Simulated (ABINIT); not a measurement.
HfRu3:

```xyz
4
Lattice="3.9558 0.0000 0.0000 0.0000 3.9558 0.0000 0.0000 0.0000 3.9558" Properties=species:S:1:pos:R:3 pbc="T T T"
Hf    0.0000    0.0000    0.0000
Ru    0.0000    1.9779    1.9779
Ru    1.9779    0.0000    1.9779
Ru    1.9779    1.9779    0.0000
```

The cell comes from a database or a generator and needn't be the stable form of this composition.

```yaml
Program: ABINIT 10.8.3 (patched build)
Task: single point
Functional: PBE
Potentials_or_basis: JTH PAW PBE v2.0
Cutoff: 517 eV
k_mesh: 7 × 7 × 7
Occupations: fermi-dirac, width 0.05 eV
Spin: no spin polarisation
```

On this cell: pressure -1.6 GPa; largest force zero by symmetry; band gap on the k mesh none (metal or under the smearing width).

The same run follows on a disturbed copy (atoms moved at random, drawn with an rms of 0.05 Å):

```xyz
4
Lattice="3.9558 0.0000 0.0000 0.0000 3.9558 0.0000 0.0000 0.0000 3.9558" Properties=species:S:1:pos:R:3 pbc="T T T"
Hf    0.0276   -0.0068   -0.0237
Ru    0.0101    1.9725    2.0107
Ru    1.9638    0.0717    1.9691
Ru    2.0008    1.9650    0.0225
```

Q: What changes?

A: The energy (extrapolated to zero smearing) moves by +7.4 meV/atom; pressure -1.2 GPa; largest force 0.487 eV/Å; band gap on the k mesh none (metal or under the smearing width).

Forces in eV/Å, atoms in the order of the input:
```
Hf  -0.222 -0.167  0.312
Ru  -0.071  0.235 -0.358
Ru   0.316 -0.370  0.030
Ru  -0.023  0.302  0.015
```

Stress tensor (GPa, compression positive):
```
-1.18 -0.04 -0.04
-0.04 -1.19 -0.16
-0.04 -0.16 -1.16
```
